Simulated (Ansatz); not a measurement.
# SiAsH+ (doublet): wave-function methods side by side, cc-pVDZ

The task here is to estimate one member of a computed series from the others.

Program: Ansatz 0.2.0, Gaussian basis. Level of theory: cc-pVDZ, core rule «outside noble gas», up to 19 orbitals frozen. These are calculated values, not measurements.

The runs, in order: UHF; CCSD(T) on ROHF; CCSD(T) on UHF; BCCD(T) on ROHF; CISD as a restricted active space (open shells left free, so some higher excitations enter); CCSDT(Q) on ROHF; CCSDT(Q) on UHF; CASSCF and MRCISD+Q, 9 electrons in 9 orbitals; CASSCF and NEVPT2, 9 electrons in 9 orbitals.

26 further runs of the same task are left out: 12 that didn't finish, 14 set aside as unsound or not needed. Runs told in other sessions of the task aren't counted.

### The geometry

The geometry is a PBE0/def2-TZVP stationary point (not a proven minimum) of the parent state, kept for this charge and spin. No spin-orbit coupling is included. The filled d shell of As may be among the frozen orbitals whatever the setting's name suggests.

3 atoms, charge 1, spin multiplicity 2.

Atoms are counted from 1 here; the program's logs count them from 0.

Bond lengths: Si1–As2 2.376 Å, As2–H3 1.534 Å. Angles: Si1–As2–H3 96.9°.

Set-up of the first run:

Input file in.yaml:

```yaml
crystal:
  periodic: [false, false, false]
  atoms:
    - {symbol: Si, position_ang: [0.000000, 0.027963, 1.736186]}
    - {symbol: As, position_ang: [0.000000, -0.030497, -0.639258]}
    - {symbol: H, position_ang: [0.000000, 1.487685, -0.860592]}
basis:
  gaussian: {orbitals: cc-pVDZ}
total_charge: 1
magnetization: {spin_polarized: true, initial_magnetization: 1}
hamiltonian: {xc: hf}
output: {orbitals: {seedname: orbitals}}
```

Command:

```sh
$ ansatz run in.yaml --threads 1 --pin off --events-out ev --progress --plain --max-ram 2393MiB
```

Among the steps run: UHF; CCSD(T) on ROHF; CCSD(T) on UHF; BCCD(T) on ROHF; CISD as a restricted active space (open shells left free, so some higher excitations enter); CCSDT(Q) on ROHF; CCSDT(Q) on UHF; CASSCF and MRCISD+Q, 9 electrons in 9 orbitals; CASSCF and NEVPT2, 9 electrons in 9 orbitals.

One table of the session follows, with a row left open; its other results are not shown here.

| method | from UCCSDT(Q) (meV) |
| --- | --- |
| ROHF | +5260.2 |
| UHF | +5169.8 |
| RMP2 | +1242.3 |
| UMP2 | +1351.8 |
| CISD | +651.0 |
| RCCSD | +253.5 |
| UCCSD | +253.0 |
| RCCSD(T) | +60.1 |
| UCCSD(T) | +60.3 |
| BCCD(T) | +60.4 |
| RCCSDT | +17.2 |
| UCCSDT | +16.0 |
| RCCSDT(Q) | +4.2 |
| UCCSDT(Q) | 0 |
| CASSCF valence | +3231.3 |
| NEVPT2 valence | +786.9 |
| MRCISD valence | ? |
| MRCISD+Q valence | +18.7 |

**Question.** Estimate the row for MRCISD valence.

**Answer.** from UCCSDT(Q) (meV): +232.5. In the column «from UCCSDT(Q) (meV)» it lies between BCCD(T) (+60.4) and UCCSD (+253.0).

Caveats from the session: Restricted and unrestricted rows rest on different reference determinants; a gap between their highest levels can come from leftover correlation error, from unlike frozen cores or from another state.
